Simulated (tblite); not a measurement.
# C6B3F6Na3O12: the cost of one run

Computed with tblite 0.8.0 and PySCF 2.14.0 and routines of our own; the level stands in each step. Atoms count from 0.

## 1. The starting structure

30 atoms, charge 0, multiplicity 1; geometry from: force field, distance geometry or constructed start.

## 2. Relaxing the molecule with GFN2-xTB

Job settings and geometry (Å):

```
{"job": {"kind": "relax", "xc": "GFN2-xTB", "basis": "xTB"}, "charge": 0, "multiplicity": 1}
O      0.417500    -1.821600     0.356700
C      0.682900    -3.023300     0.585100
O      0.906900    -3.980000    -0.387600
B      1.197200    -5.279600     0.296400
F      2.528700    -5.752100    -0.045500
F      0.194200    -6.280100    -0.050900
O      1.126200    -4.963400     1.770600
C      0.824900    -3.618500     1.897200
O      0.689000    -3.025900     2.994900
O     -1.635900    -0.545300    -0.802400
C     -2.715600    -0.906000    -1.342000
O     -2.909800    -1.007900    -2.706100
B     -4.328300    -1.464300    -2.926900
F     -4.335500    -2.745100    -3.625700
F     -5.067000    -0.462200    -3.688300
O     -4.908300    -1.610300    -1.542700
C     -3.918400    -1.267700    -0.641500
O     -4.072100    -1.285700     0.605900
O      1.743400     0.716600     0.241900
C      2.902900     1.188800     0.397000
O      3.821000     1.337000    -0.624200
B      5.070300     1.932800    -0.028700
F      5.360800     3.223600    -0.634300
F      6.191600     1.020000    -0.196200
O      4.751700     2.109100     1.434900
C      3.453400     1.653200     1.638600
O      2.876300     1.660100     2.750500
Na    -0.000600     0.000600     0.001200
Na     0.006400     1.400300    -1.286600
Na    -0.081100     0.493700     1.836400
```

Launch:

```bash
> OMP_NUM_THREADS=2 python large_run.py task.json out
```

One launch serves the whole session: the jobs run in the order shown.

**Question.** How long does this first job take on 2 threads of Arm Neoverse N1, shared host, and how much memory does it need?

About 13 s, with a peak of 0.19 GiB.
